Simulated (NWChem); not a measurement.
# One shape, several levels: CH2FI (SMILES FCI)

Wanted: a comparison of 6 runs (HF/def2-SVP, B2PLYP/def2-SVP, BHLYP/def2-SVP, SVWN5/def2-SVP, MP3/def2-SVP, CCSD/def2-SVP) of CH2FI. 

Program for the calculation: NWChem 7.3.0.

2 further runs of the same task are left out: 2 set aside as unsound or not needed.

**1. Starting point**

The species is CH2FI (5 atoms), meant as a singlet with charge 0. As SMILES, `FCI`. One bond was lengthened or shortened from a relaxed shape.

Bond lengths: F1–C2 1.556 Å, C2–I3 2.142 Å, C2–H4 1.088 Å, C2–H5 1.088 Å. Angles: F1–C2–I3 111.0°, F1–C2–H4 109.9°, F1–C2–H5 109.9°, I3–C2–H4 106.6°, I3–C2–H5 106.6°, H4–C2–H5 112.7°.

**2. The energy at HF/def2-SVP (core potential) (run 1)**

ch2fi.nw

```
start ch2fi
memory total 2200 mb
charge 0
geometry units angstrom noautosym nocenter noautoz
 F     1.351692    0.834679   -0.217345
 C     0.160600   -0.114100    0.103400
 I    -1.632300    0.547900   -0.864200
 H     0.368100   -1.112000   -0.277200
 H    -0.042700   -0.106200    1.172200
end
basis spherical bse
 * library def2-SVP
end
ecp bse
 I library def2-SVP
end
scf
 thresh 1e-08
 maxiter 80
 noprint "final vectors analysis"
end
task scf energy
```

The run is started by

```
$ nwchem ch2fi.nw > ch2fi.out
```

The log of the run:

```text
[...]
  functions       =    64
[...]
  wavefunction    = RHF
[...]
         Total SCF energy =   -434.962607252005
      One-electron energy =   -937.472086061405
      Two-electron energy =    387.845426806260
 Nuclear repulsion energy =    114.664052003141
        Time for solution =      4.8s
[...]
```

Wall time 5.7 s (1 thread of AMD EPYC 9R45 (Zen 5), shared host); peak memory 0.1 GiB.

**3. A single-point energy at B2PLYP/def2-SVP (core potential) (run 2)**

sp.nw

```
start sp
memory total 2200 mb
geometry noautosym nocenter noautoz
 F     1.351692    0.834679   -0.217345
 C     0.160600   -0.114100    0.103400
 I    -1.632300    0.547900   -0.864200
 H     0.368100   -1.112000   -0.277200
 H    -0.042700   -0.106200    1.172200
end
basis spherical bse
 * library def2-SVP
end
ecp bse
 I library def2-SVP
end
dft
 xc hfexch 0.53 becke88 0.47 lyp 0.73 mp2 0.27
 dftmp2 semidirect
 grid xfine
 convergence energy 1e-08
 maxiter 100
 mulliken
end
mp2
 freeze core 6
end
task dft energy
```

The run is started by

```
$ nwchem sp.nw > sp.out
```

The log of the run:

```text
[...]
          Wavefunction type:  closed shell.
          No. of atoms     :     5
          No. of electrons :    42
[...]
          Charge           :     0
          Spin multiplicity:     1
[...]
          AO basis - number of functions:    64
[...]
              XC Information
              --------------
                     Hartree-Fock (Exact) Exchange  0.530
                    Becke 1988 Exchange Functional  0.470
              Lee-Yang-Parr Correlation Functional  0.730
[...]
 d= 0,ls=0.0,diis     1   -436.0582239116 -5.51D+02  1.65D-02  6.61D-01     1.0
[...]
 d= 0,ls=0.0,diis     9   -436.1523926878 -4.57D-09  1.83D-06  1.05D-08     7.3
         Total DFT energy =     -436.152392687837
      One electron energy =     -937.853530292946
           Coulomb energy =      425.271423150056
    Exchange-Corr. energy =      -38.234337548087
 Nuclear repulsion energy =      114.664052003141
[...]
      Total Density - Mulliken Population Analysis
     ---------------------------------------------
    Atom       Charge   Shell Charges
 -----------   ------   -------------------------------------------------------
    1 F    9     9.36   1.99  1.13  0.84  3.29  2.11  0.00
    2 C    6     5.85   1.99  0.93  0.26  1.86  0.77  0.05
    3 I   25    25.00   0.22  1.83  1.30  0.62  3.12  2.93  2.59  2.34  9.81  0.24
    4 H    1     0.90   0.74  0.13  0.02
    5 H    1     0.90   0.74  0.13  0.02
[...]
  Basis functions       =     64
[...]
```

Wall time 8.7 s (1 thread of AMD EPYC 9R45 (Zen 5), shared host); peak memory 0.17 GiB.

**4. A single-point energy at BHLYP/def2-SVP (core potential) (run 3)**

mol.nw

```
start mol
memory stack 880 mb heap 220 mb global 1100 mb
charge 0
geometry units bohr noautosym nocenter noautoz
   F      2.55432768     1.57731471    -0.41072252
   C      0.30349002    -0.21561775     0.19539768
   I     -3.08459995     1.03538094    -1.63310132
   H      0.69560819    -2.10137545    -0.52383208
   H     -0.08069131    -0.20068891     2.21513696
end
basis spherical bse
   * library def2-SVP
end
ecp bse
   I library def2-SVP
end
dft
   xc bhlyp
   grid xfine
   convergence energy 1e-08
   iterations 100
   mulliken
   print medium
end
task dft
```

The run is started by

```
$ nwchem mol.nw > mol.out
```

The log of the run:

```text
[...]
          Wavefunction type:  closed shell.
          No. of atoms     :     5
          No. of electrons :    42
[...]
          Charge           :     0
          Spin multiplicity:     1
[...]
          AO basis - number of functions:    64
[...]
              XC Information
              --------------
                        BHLYP Method XC Functional
                     Hartree-Fock (Exact) Exchange  0.500
                        Slater Exchange Functional  0.500 local
                    Becke 1988 Exchange Functional  0.500 non-local
              Lee-Yang-Parr Correlation Functional  1.000
[...]
 d= 0,ls=0.0,diis     1   -436.4905737570 -5.51D+02  1.71D-02  6.70D-01     1.0
[...]
 d= 0,ls=0.0,diis     9   -436.5864323418 -3.74D-09  1.64D-06  9.42D-09     7.4
         Total DFT energy =     -436.586432341800
      One electron energy =     -937.975092208120
           Coulomb energy =      425.400034805103
    Exchange-Corr. energy =      -38.675418803618
 Nuclear repulsion energy =      114.664043864836
[...]
      Total Density - Mulliken Population Analysis
     ---------------------------------------------
    Atom       Charge   Shell Charges
 -----------   ------   -------------------------------------------------------
    1 F    9     9.36   1.99  1.14  0.83  3.29  2.11  0.00
    2 C    6     5.86   1.99  0.94  0.25  1.86  0.77  0.05
    3 I   25    25.00   0.22  1.83  1.31  0.61  3.12  2.93  2.60  2.32  9.81  0.24
    4 H    1     0.89   0.74  0.13  0.02
    5 H    1     0.89   0.74  0.13  0.02
[...]
```

It took 8.1 s on 1 thread of AMD EPYC 9R45 (Zen 5), shared host; peak memory 0.13 GiB.

Runs 4 to 5 aren't shown in full; the table further down has their settings and results.

**5. The energy at CCSD/def2-SVP (core potential) (run 6)**

run.py

```python
from ase import Atoms
from ase.calculators.nwchem import NWChem

atoms = Atoms(['F', 'C', 'I', 'H', 'H'], positions=[
    [1.351692, 0.834679, -0.217345],
    [0.160600, -0.114100, 0.103400],
    [-1.632300, 0.547900, -0.864200],
    [0.368100, -1.112000, -0.277200],
    [-0.042700, -0.106200, 1.172200],
])

calc = NWChem(
    label='test',
    theory='ccsd',
    memory='2200 mb',
    basis='def2-SVP',
    basispar='spherical bse',
    scf={'nopen': '0', 'rhf': None, 'thresh': '1e-08', 'maxiter': '80'},
    ccsd={'freeze': 'core 6', 'maxiter': '60'},
    task='energy',
    **{'ecp bse': {'I library': 'def2-SVP'}},
)
atoms.calc = calc

e = atoms.get_potential_energy()
print(f"E = {e:.6f} eV")
```

The run is started by

```
$ export ASE_NWCHEM_COMMAND="nwchem PREFIX.nwi > PREFIX.nwo"
$ python run.py
```

The log of the run:

```text
E = -11848.842108 eV
```

The calculator wrote test.nwi:

```
title "test"

permanent_dir test

scratch_dir test

start test

geometry units angstrom nocenter noautosym noautoz
  F  1.3516919999999999e+00 8.3467899999999995e-01 -2.1734500000000001e-01
  C  1.6059999999999999e-01 -1.1409999999999999e-01 1.0340000000000001e-01
  I  -1.6323000000000001e+00 5.4790000000000005e-01 -8.6419999999999997e-01
  H  3.6809999999999998e-01 -1.1120000000000001e+00 -2.7720000000000000e-01
  H  -4.2700000000000002e-02 -1.0620000000000000e-01 1.1721999999999999e+00
end

memory 2200 mb

basis spherical bse noprint
   * library def2-SVP
end

scf
  nopen 0
  rhf
  thresh 1e-08
  maxiter 80
end
ccsd
  freeze core 6
  maxiter 60
end
ecp bse
  I library def2-SVP
end

task ccsd energy
```

test.nwo:

```text
Northwest Computational Chemistry Package (NWChem) 7.3.0
             --------------------------------------------------------

           Job information
           ---------------

    nwchem branch   = 7.3.0
    use scalapack   = T
    input           = test.nwi
    prefix          = test.
    data base       = test/test.db
    status          = startup
    nproc           =        1

           Memory information
           ------------------

    heap     =     72089600 doubles =      550.0 Mbytes
    stack    =     72089597 doubles =      550.0 Mbytes
    global   =    144179200 doubles =     1100.0 Mbytes (distinct from heap & stack)
    total    =    288358397 doubles =     2200.0 Mbytes
    verify   = yes
    hardfail = no

[... 127 lines left out ...]
         Quadratically convergent ROHF
[... 15 lines left out ...]
       Final RHF  results
[... 4 lines left out ...]
      Two-electron energy =    387.845426806077
[... 40 lines left out ...]
                       ROHF Final Molecular Orbital Analysis
[... 215 lines left out ...]
 Total MP2 energy:           -435.414502924083592
[... 21 lines left out ...]
  Failed reading restart vector from test/test.t2
[... 3 lines left out ...]
             energy      energy      error      ampl     ampl      Block
[... 6 lines left out ...]
                  *************converged*************
[... 6 lines left out ...]
 Total CCSD energy:           -435.436919592496793
[... 1 line left out ...]
 --------------------------------
 Spin Component Scaled (SCS) CCSD
 --------------------------------
 Same spin contribution:                 -0.107674025773757
 Same spin scaling factor:                1.130000000000000
 Opposite spin contribution:             -0.366638318244750
 Opposite spin scaling fact.:             1.270000000000000
 SCS-CCSD correlation energy:            -0.587302313295178
 Total SCS-CCSD energy:                -435.549909561773461

 routine      calls  cpu(0)   cpu-min  cpu-ave  cpu-max   i/o
 aoccsd          1     0.01     0.01     0.01     0.01    0.00
 iterdrv         1     0.01     0.01     0.01     0.01    0.00
 pampt          13     0.05     0.05     0.05     0.05    0.00
[... 9 lines of this table left out ...]
 Total                16.72    16.72    16.72    16.72    0.00

 Task  times  cpu:       22.6s     wall:       22.6s
 Total times  cpu:       22.6s     wall:       22.6s
```

Wall time 23 s (1 thread of AMD EPYC 9R45 (Zen 5), shared host); peak memory 0.18 GiB.

**6. All runs side by side**

```csv
run,level,iteration cap,module,energy (Eh),dipole moment (D),wall time
1,HF/def2-SVP (core potential),80,scf,-434.962607,2.58,5.7 s
2,B2PLYP/def2-SVP (core potential),100,dft,-436.301558,2.32,8.7 s
3,BHLYP/def2-SVP (core potential),100,dft,-436.586432,2.31,8.1 s
4,SVWN5/def2-SVP (core potential),100,dft,-435.290272,2.00,5.4 s
5,MP3/def2-SVP (core potential),80,tce,-435.429564,–,8.4 s
6,CCSD/def2-SVP (core potential),80,ccsd,-435.436920,–,23 s
```

**7. Results**

| quantity | value |
| --- | --- |
| run 6: total energy | -435.43692 Eh |
| run 6: HOMO energy (Hartree–Fock orbitals) | -10.41 eV |
| run 6: LUMO energy (Hartree–Fock orbitals) | 2.30 eV |
| run 6: HOMO–LUMO gap (Hartree–Fock orbitals) | 12.71 eV |
| run 6: correlation energy (6 core orbitals frozen) | -474.3 mEh |

In words: Below the HF energy at the same shape and in the same basis (def2-SVP): MP3 -467.0 mEh; CCSD -474.3 mEh. Over runs 1, 2, 3, 4 the dipole moment (its size) runs from 2.00 D (SVWN5/def2-SVP) to 2.58 D (HF/def2-SVP). Over runs 2, 3, 4 the HOMO–LUMO gap runs from 4.29 eV (SVWN5/def2-SVP) to 8.75 eV (B2PLYP/def2-SVP). A double hybrid's value is that of its SCF part. Totals of different functionals can't be ranked against each other. All runs together took 60 s, the longest 23 s.
